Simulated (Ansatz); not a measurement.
# C₄H₃F₇: how energies converge with the basis set

Aim: see how fast density functionals converge with the basis set for C₄H₃F₇.

Computed with Ansatz 0.2.0, Gaussian basis. Level: one geometry, several basis sets.

Levels to be run: PBE0-D4/def2-SVP; ωB97M-V/def2-SVP; PBE0-D4/def2-QZVPP; ωB97M-V/def2-QZVPP; the functionals' def2-TZVPP values are taken from earlier runs.

## 1. The geometry

The geometry comes from an earlier relaxation with PBE0-D4 in a triple-zeta def2 set; it is a stationary point, not always the lowest conformer.

SMILES `FCC(F)(F)C(F)(F)C(F)F`, 14 atoms, charge 0, spin multiplicity 1.

Atoms are counted from 1 here; the program's logs count them from 0.

Bond lengths: F1–C2 1.367 Å, C2–C3 1.517 Å, C2–H12 1.090 Å, C2–H13 1.092 Å, C3–F4 1.345 Å, C3–F5 1.356 Å, C3–C6 1.548 Å, C6–F7 1.346 Å, C6–F8 1.342 Å, C6–C9 1.536 Å, C9–F10 1.351 Å, C9–F11 1.341 Å, C9–H14 1.092 Å. Angles: F1–C2–C3 108.4°, F1–C2–H12 109.3°, F1–C2–H13 109.5°, C3–C2–H12 110.3°, C3–C2–H13 109.1°, H12–C2–H13 110.2°, C2–C3–F4 109.3°, C2–C3–F5 110.3°, C2–C3–C6 114.7°, F4–C3–F5 107.5°, F4–C3–C6 107.6°, F5–C3–C6 107.1°, C3–C6–F7 108.8°, C3–C6–F8 108.4°, C3–C6–C9 114.6°, F7–C6–F8 108.5°, F7–C6–C9 109.6°, F8–C6–C9 106.8° and more.

## 2. PBE0-D4 in def2-SVP

in.yaml

```yaml
crystal:
  periodic: [false, false, false]
  atoms:
    - {symbol: F, position_ang: [-2.407701, 1.553980, -0.412947]}
    - {symbol: C, position_ang: [-1.435367, 0.636619, -0.697604]}
    - {symbol: C, position_ang: [-0.722860, 0.277519, 0.592624]}
    - {symbol: F, position_ang: [-1.616023, -0.206233, 1.473939]}
    - {symbol: F, position_ang: [-0.162742, 1.382517, 1.143667]}
    - {symbol: C, position_ang: [0.401798, -0.775682, 0.438837]}
    - {symbol: F, position_ang: [-0.050896, -1.785815, -0.327396]}
    - {symbol: F, position_ang: [0.696002, -1.261852, 1.655062]}
    - {symbol: C, position_ang: [1.711919, -0.230859, -0.149592]}
    - {symbol: F, position_ang: [1.480208, 0.277065, -1.379815]}
    - {symbol: F, position_ang: [2.579053, -1.246050, -0.270071]}
    - {symbol: H, position_ang: [-0.732009, 1.066038, -1.411675]}
    - {symbol: H, position_ang: [-1.894109, -0.261965, -1.114911]}
    - {symbol: H, position_ang: [2.139825, 0.545518, 0.488880]}
basis:
  gaussian: {orbitals: def2-SVP}
hamiltonian: {xc: pbe0, dispersion: d4}
output: {orbitals: {seedname: orbitals}}
```

Run with:

```console
> ansatz run in.yaml --threads 4 --pin off --events-out ev --progress --plain --max-ram 66560MiB --backend cpu
```

The runs that follow: ωB97M-V in def2-SVP; PBE0-D4 in def2-QZVPP; ωB97M-V in def2-QZVPP.

**Question.** What will the summary of the whole plan be? Wanted: PBE0-D4: double and triple zeta above quadruple; ωB97M-V: double and triple zeta above quadruple.

As calculated:

| quantity | value |
| --- | --- |
| PBE0-D4: double and triple zeta above quadruple | 28.96, 1.16 eV |
| ωB97M-V: double and triple zeta above quadruple | 29.49, 1.09 eV |

**Reading.** For PBE0-D4 the step from double to triple zeta gains 27.80 eV and the next only 1.16 eV. Total energies overstate the basis error of differences, where much of it tends to cancel. The LUMO of ωB97M-V is positive and keeps falling with the basis (3.43 to 1.87 eV): an unbound level that the basis holds in place.
